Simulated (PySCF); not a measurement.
The system is C2SiH4, in a box.

```
C Si H
1.0
    12.00000    0.00000    0.00000
     0.00000   14.00000    0.00000
     0.00000    0.00000   12.00000
C Si H
2 1 4
Direct
  0.41490 0.40588 0.53594
  0.44509 0.48766 0.52679
  0.49078 0.61129 0.51294
  0.38821 0.33359 0.54403
  0.45542 0.64871 0.40284
  0.43982 0.66941 0.60283
  0.61395 0.61547 0.52195
```

Base run:

| Item | Value |
| --- | --- |
| Program | PySCF 2.14.0 |
| Functional | HSE06 |
| Potentials or basis | pob-tzvp-rev2 (all-electron) |
| k mesh | 1 × 1 × 1 |
| Occupations | fixed |
| Spin | no spin polarisation |

Its results: gap between the frontier levels 7.68 eV.

Problem. After a change of settings the same cell gave: gap between the frontier levels 6.96 eV. Which change was it?
A. functional from HSE06 to MN15-L; dispersion from none to D3
B. functional from HSE06 to revTPSS; dispersion from none to D3(BJ)
C. functional from HSE06 to PW91; dispersion from none to D3(BJ)

Solution. A.

Caveats: this is a molecule in a periodic box at the Γ point, so its band gap is the HOMO-LUMO gap; the basis of atomic orbitals isn't converged, which shifts pressures, moduli and gaps; this basis is made for solids and lacks diffuse functions, so gaps of a molecule come out too wide by an eV or more; this program's HSE differs a little from the usual definition (some runs).

Not every run made on this cell is shown here.
